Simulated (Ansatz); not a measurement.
## NiMoIrPdW in Ansatz: the effect of functional

The system is NiMoIrPdW.

```
Ni Mo Pd Ir W
1.0
     4.14670    0.00000    0.00000
    -2.07335    3.59115    0.00000
     0.00000    0.00000    5.41629
Ni Mo Pd Ir W
1 1 1 1 1
Direct
  0.00000 0.00000 0.02221
  0.66667 0.33333 0.45996
  0.33333 0.66667 0.74601
  0.33333 0.66667 0.25641
  0.66667 0.33333 0.99985
```

The cell was built by a generator and needn't be a form met in nature.

Alike in all runs:

```yaml
Program: Ansatz 0.2.0
Task: band structure
Potentials_or_basis: Ansatz PAW
k_mesh: 7 × 7 × 5
Occupations: fermi-dirac, width 0.05 eV
Spin: collinear spin, ferromagnetic start
Starting_moments: "[1.0, 1.0, 0.0, 0.6, 0.0] μB"
```

```csv
functional,cutoff,pressure (GPa),largest force (eV/Å)
r2SCAN,500 eV (not typed: the program's choice for these potentials),-5.0,0.12
RPBE,420 eV (not typed: the program's choice for these potentials),3.6,0.19
revPBE,420 eV (not typed: the program's choice for these potentials),?,?
LDA,420 eV (not typed: the program's choice for these potentials),-12.8,0.17
```

Question: What does the run with functional revPBE give?

Answer: Pressure 2.6 GPa; largest force 0.18 eV/Å.

Caveats: the PAW data sets come from PBE, with cores solved anew for the run's functional, which leaves a small shift of forces and pressure; the starting moments weren't kept; the magnetic or orbital state may not be the lowest (some runs).

Runs at the PBE level aren't shown here.
